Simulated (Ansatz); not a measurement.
# AlGa5P6: the cost of one run

Program: Ansatz 0.2.0. Level of theory: DFT PBE, scalar-relativistic, plane waves, PAW. These are calculated values, not measurements.

1 further run of the same task is left out (it didn't finish). Runs told in other sessions of the task aren't counted.

**1. The starting structure**

The structure is trigonal, space group P31m (No. 157). Conventional cell: a = 6.726 Å, b = 6.726 Å, c = 6.394 Å, α = 90.00°, β = 90.00°, γ = 120.00°. Around Al (site symmetry 3m) lie 4 P at 2.38 to 2.39 Å. Ga (site symmetry 3) has 4 P at 2.38 to 2.39 Å in its first shell of neighbours. Around Ga (site symmetry m) lie 4 P at 2.38 to 2.39 Å. P (site symmetry 3) has 4 Ga at 2.38 to 2.39 Å in its first shell of neighbours. Around P (site symmetry 3m) lie 3 Ga at 2.38 Å and 1 Al at 2.39 Å. P (site symmetry m) has 1 Al at 2.38 Å and 3 Ga at 2.38 to 2.39 Å in its first shell of neighbours.

Structure file:

```cif
data_structure
_symmetry_space_group_name_H-M 'P31m'
_symmetry_Int_Tables_number 157
_cell_length_a 6.7256
_cell_length_b 6.7256
_cell_length_c 6.3939
_cell_angle_alpha 90.000
_cell_angle_beta 90.000
_cell_angle_gamma 120.000
_cell_volume 250.47
loop_
_atom_site_label
_atom_site_type_symbol
_atom_site_symmetry_multiplicity
_atom_site_Wyckoff_symbol
_atom_site_fract_x
_atom_site_fract_y
_atom_site_fract_z
_atom_site_occupancy
Al1 Al 1 a 0.00000 0.00000 0.49922 1
Ga1 Ga 2 b 0.33333 0.66667 0.49996 1
Ga2 Ga 3 c 0.00000 0.66664 0.00014 1
P1 P 2 b 0.33333 0.66667 0.87426 1
P2 P 1 a 0.00000 0.00000 0.87301 1
P3 P 3 c 0.00000 0.66697 0.37430 1
```

The cell was relaxed beforehand at this level, from a generated guess; it needn't be the stable form of this composition. At a tolerance of 0.02 Å it has space group P31m (No. 157); it has 20.87 Å³/atom, an uncorrected energy of -0.46 eV/atom over the elements.

**2. Bands, states and charges**

File input.yaml:

```yaml
crystal:
  lattice:
    - [6.7256189941, 0.0, 0.0]
    - [-3.3628094971, 5.8245569051, 0.0]
    - [0.0, 0.0, 6.393933]
  atoms:
    - { symbol: Al, position: [0.0, 0.0, 0.499217] }
    - { symbol: Ga, position: [0.3333333333, 0.6666666667, 0.499959] }
    - { symbol: Ga, position: [0.6666666667, 0.3333333333, 0.499959] }
    - { symbol: Ga, position: [0.0, 0.666639, 0.000144] }
    - { symbol: Ga, position: [0.666639, 0.0, 0.000144] }
    - { symbol: Ga, position: [0.333361, 0.333361, 0.000144] }
    - { symbol: P, position: [0.3333333333, 0.6666666667, 0.874255] }
    - { symbol: P, position: [0.0, 0.0, 0.873011] }
    - { symbol: P, position: [0.6666666667, 0.3333333333, 0.874255] }
    - { symbol: P, position: [0.0, 0.666967, 0.374304] }
    - { symbol: P, position: [0.666967, 0.0, 0.374304] }
    - { symbol: P, position: [0.333033, 0.333033, 0.374304] }
basis:
  ecutwfc: 420
kpoints:
  mp_grid: { grid: [6, 6, 4] }
  band_path:
    path:
      - [[0.0, 0.0, 0.0], [0.5, 0.0, 0.0], [0.33333333, 0.33333333, 0.0], [0.0, 0.0, 0.0], [0.0, 0.0, 0.5], [0.5, 0.0, 0.5], [0.33333333, 0.33333333, 0.5], [0.0, 0.0, 0.5]]
      - [[0.5, 0.0, 0.5], [0.5, 0.0, 0.0]]
      - [[0.33333333, 0.33333333, 0.5], [0.33333333, 0.33333333, 0.0], [0.33333333, 0.33333333, -0.5]]
    npoints: 10
hamiltonian:
  xc: pbe
scf:
  occupations: { method: gaussian, width: 0.02 }
  n_extra_bands: 30
output:
  forces: true
  stress: true
  eigenvalues: true
  populations: true
  dos: { projected: true, de: 0.02, nscf_kmesh: { grid: [9, 9, 6] } }
  bader: false
  write_density: true
  write_potential: true
  elf: true
  volumetric_format: npy
```

Command:

```console
> ansatz run input.yaml --threads 4 --pin off --max-ram 8192MiB --backend cpu --events-out ev --progress --plain --runs-dir out
```

**Question.** How long does this run take on 4 threads of AMD EPYC 7R43 (Zen 3), shared host, and how much memory does it need?

About 60 s, with a peak of 1.6 GiB.
